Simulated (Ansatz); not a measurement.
# Si: pressure up to the limit of the methods

An exercise on one series of results from a longer session: the logs are not shown, and one member is left open.

Method: DFT, r2SCAN, PAW with Ansatz's default frozen-core files, scalar-relativistic, in Ansatz 0.2.0.

## Starting point

Symmetry: Fd-3m, No. 227, cubic system. Conventional cell: a = 5.432 Å, b = 5.432 Å, c = 5.432 Å, α = 90.00°, β = 90.00°, γ = 90.00°. Si (site symmetry -43m) has 4 Si at 2.35 Å as nearest neighbours.

As a file:

```cif
data_structure
_symmetry_space_group_name_H-M 'Fd-3m:1'
_symmetry_Int_Tables_number 227
_cell_length_a 5.4315
_cell_length_b 5.4315
_cell_length_c 5.4315
_cell_angle_alpha 90.000
_cell_angle_beta 90.000
_cell_angle_gamma 90.000
_cell_volume 160.24
loop_
_atom_site_label
_atom_site_type_symbol
_atom_site_symmetry_multiplicity
_atom_site_Wyckoff_symbol
_atom_site_fract_x
_atom_site_fract_y
_atom_site_fract_z
_atom_site_occupancy
Si1 Si 8 b 0.00000 0.50000 0.00000 1
```

The file gives the conventional cell by its symmetry; the runs use the cell typed in the input.

Whether this phase is the stable one at these pressures isn't tested.

Atoms are numbered in the order of the input: Si1, Si2.

Set-up of the first run:

File input.yaml:

```yaml
crystal:
  lattice:
    - [0.0, 2.7157741474, 2.7157741474]
    - [2.7157741474, 0.0, 2.7157741474]
    - [2.7157741474, 2.7157741474, 0.0]
  atoms:
    - { symbol: Si, position: [-0.125, -0.125, -0.125] }
    - { symbol: Si, position: [0.125, 0.125, 0.125] }
kpoints:
  mp_grid: { grid: [13, 13, 13] }
scf:
  occupations: { method: fermi_dirac, width: 0.08 }
hamiltonian:
  xc: r2scan
  pseudopotentials: { kind: paw }
output:
  forces: true
  stress: true
  write_density: true
  write_potential: true
  elf: true
  volumetric_format: npy
relax:
  f_tol: 0.005
  max_steps: 40
  cell: {}
```

Launch:

```sh
> ansatz run input.yaml --threads 1 --pin off --max-ram 2048MiB --backend cpu --events-out ev --progress --plain --runs-dir out
```

Among the steps run: Cell relaxed at zero pressure, PAW; Volume scaled by 1, PAW; Volume scaled by 0.94, PAW; Volume scaled by 0.88, PAW; Volume scaled by 0.8, PAW; Volume scaled by 0.72, PAW; Volume scaled by 0.64, PAW; Volume scaled by 0.55, PAW; Volume scaled by 0.45, PAW; Volume scaled by 0.45, PAW (partial_waves polarizable).

One of the session's tables, all rows but one given; the rest of the session is left out.

 The rows PAW, 0.45 and PAW (partial_waves polarizable), 0.45 agree to the last digit and may rest on the same set-up.

```
                         method  volume over the first  volume (Å³/atom)  pressure (GPa)
                            PAW                      1            20.170            0.00
                            PAW                   0.94            18.960            6.83
                            PAW                   0.88            17.750           16.13
                            PAW                    0.8            16.136           34.05
                            PAW                   0.72            14.523           61.41
                            PAW                   0.64            12.909          103.85
                            PAW                   0.55                 ?               ?
                            PAW                   0.45             9.077          344.84
PAW (partial_waves polarizable)                   0.45             9.077          344.84
```

Estimate the missing values for PAW, 0.55.

As computed: volume (Å³/atom): 11.094; pressure (GPa): 182.62. In the column «volume (Å³/atom)» it lies between PAW (partial_waves polarizable), 0.45 (9.077) and PAW, 0.64 (12.909).
